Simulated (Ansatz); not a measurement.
# C2H4SSi: basis-set convergence

One table from this session's results is given with a row withheld; the runs are named, their logs left out.

Computed with Ansatz 0.2.0, Gaussian basis. Level: one geometry, several basis sets.

Plan: PBE0-D4/def2-SVP; ωB97M-V/def2-SVP; PBE0-D4/def2-QZVPP; ωB97M-V/def2-QZVPP; the functionals' def2-TZVPP values are taken from earlier runs.

## The geometry

The geometry comes from an earlier relaxation with PBE0-D4 in a triple-zeta def2 set; it is a stationary point, not always the lowest conformer.

SMILES `SC1=C[SiH2]1`, 8 atoms, charge 0, spin multiplicity 1.

Atoms are counted from 1 here; the program's logs count them from 0.

Bond lengths: S1–C2 1.718 Å, S1–H5 1.342 Å, C2–C3 1.338 Å, C2–Si4 1.814 Å, C3–Si4 1.798 Å, C3–H6 1.082 Å, Si4–H7 1.483 Å, Si4–H8 1.483 Å. Angles: C2–S1–H5 97.3°, S1–C2–C3 135.7°, S1–C2–Si4 156.7°, C3–C2–Si4 67.6°, C2–C3–Si4 68.9°, C2–C3–H6 136.2°, Si4–C3–H6 154.9°, C2–Si4–C3 43.5°, C2–Si4–H7 120.9°, C2–Si4–H8 120.9°, C3–Si4–H7 122.3°, C3–Si4–H8 122.3°, H7–Si4–H8 111.2°.

Set-up of the first run:

Contents of in.yaml:

```yaml
crystal:
  periodic: [false, false, false]
  atoms:
    - {symbol: S, position_ang: [-0.593928, 2.188850, 0.194592]}
    - {symbol: C, position_ang: [-0.070389, 0.552608, 0.194424]}
    - {symbol: C, position_ang: [0.593060, -0.239631, 1.044100]}
    - {symbol: Si, position_ang: [0.152587, -1.126022, -0.456542]}
    - {symbol: H, position_ang: [-1.174903, 2.181279, -1.014924]}
    - {symbol: H, position_ang: [1.033523, -0.135076, 2.026336]}
    - {symbol: H, position_ang: [1.135259, -1.400644, -1.532947]}
    - {symbol: H, position_ang: [-0.983108, -2.078366, -0.510839]}
basis:
  gaussian: {orbitals: def2-SVP}
hamiltonian: {xc: pbe0, dispersion: d4}
output: {orbitals: {seedname: orbitals}}
```

Launch:

```
ansatz run in.yaml --threads 2 --pin off --events-out ev --progress --plain --max-ram 4352MiB
```

Steps of the session up to this table: PBE0-D4 in def2-SVP; ωB97M-V in def2-SVP; PBE0-D4 in def2-QZVPP; ωB97M-V in def2-QZVPP.

One of the session's tables, all rows but one given; the rest of the session is left out.

It belongs to the step «Functionals by basis». 

```
functional       basis  HOMO (eV)  LUMO (eV)
   PBE0-D4    def2-SVP          ?          ?
   PBE0-D4  def2-TZVPP      -6.89      -0.38
   PBE0-D4  def2-QZVPP      -6.92      -0.49
   ωB97M-V    def2-SVP      -8.84       2.01
   ωB97M-V  def2-TZVPP      -8.95       1.39
   ωB97M-V  def2-QZVPP      -8.98       1.07
```

Q: Estimate the row for PBE0-D4, def2-SVP from the others.

As computed: HOMO (eV): -6.81; LUMO (eV): 0.03. In the column «HOMO (eV)» it is the highest.
